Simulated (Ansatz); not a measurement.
# Cu (fcc type): the cost of one run

Method: DFT, PBE, all-electron LAPW, scalar-relativistic, in Ansatz 0.2.0.

## Step 1: The structure to begin with

The structure is cubic, space group Fm-3m (No. 225). The conventional cell has a = 3.630 Å, b = 3.630 Å, c = 3.630 Å, α = 90.00°, β = 90.00°, γ = 90.00°. Around Cu (site symmetry m-3m) lie 12 Cu at 2.57 Å.

As a file:

```cif
data_structure
_symmetry_space_group_name_H-M 'Fm-3m'
_symmetry_Int_Tables_number 225
_cell_length_a 3.6296
_cell_length_b 3.6296
_cell_length_c 3.6296
_cell_angle_alpha 90.000
_cell_angle_beta 90.000
_cell_angle_gamma 90.000
_cell_volume 47.82
loop_
_atom_site_label
_atom_site_type_symbol
_atom_site_symmetry_multiplicity
_atom_site_Wyckoff_symbol
_atom_site_fract_x
_atom_site_fract_y
_atom_site_fract_z
_atom_site_occupancy
Cu1 Cu 4 a 0.00000 0.00000 0.00000 1
```

The file gives the conventional cell by its symmetry; the runs use the cell typed in the input.

Atoms are numbered in the order of the input: Cu1, Cu2, Cu3.

## Step 2: Bulk in the slab's orientation, LAPW

Contents of input.yaml:

```yaml
crystal:
  lattice:
    - [0.0, 1.8147994276, -1.8147994276]
    - [-1.8147994276, 0.0, 1.8147994276]
    - [3.6295988553, 3.6295988553, 3.6295988553]
  atoms:
    - { symbol: Cu, position: [0.0, 0.0, 0.0] }
    - { symbol: Cu, position: [0.333333333, 0.666666667, 0.333333333] }
    - { symbol: Cu, position: [0.666666667, 0.333333333, 0.666666667] }
kpoints:
  mp_grid: { grid: [15, 15, 5] }
scf:
  occupations: { method: fermi_dirac, width: 0.1 }
hamiltonian:
  xc: pbe
  pseudopotentials: { kind: all_electron, lapw: { basis_error: 0.001 } }
output:
  forces: true
  stress: true
  eigenvalues: true
```

On the command line:

```bash
ansatz run input.yaml --threads 2 --pin off --max-ram 4096MiB --backend cpu --events-out ev --progress --plain --runs-dir out
```

What time and memory should one allow on 2 threads of Intel Xeon Platinum 8488C (Sapphire Rapids), shared host?

About 22 s, with a peak of 0.66 GiB.
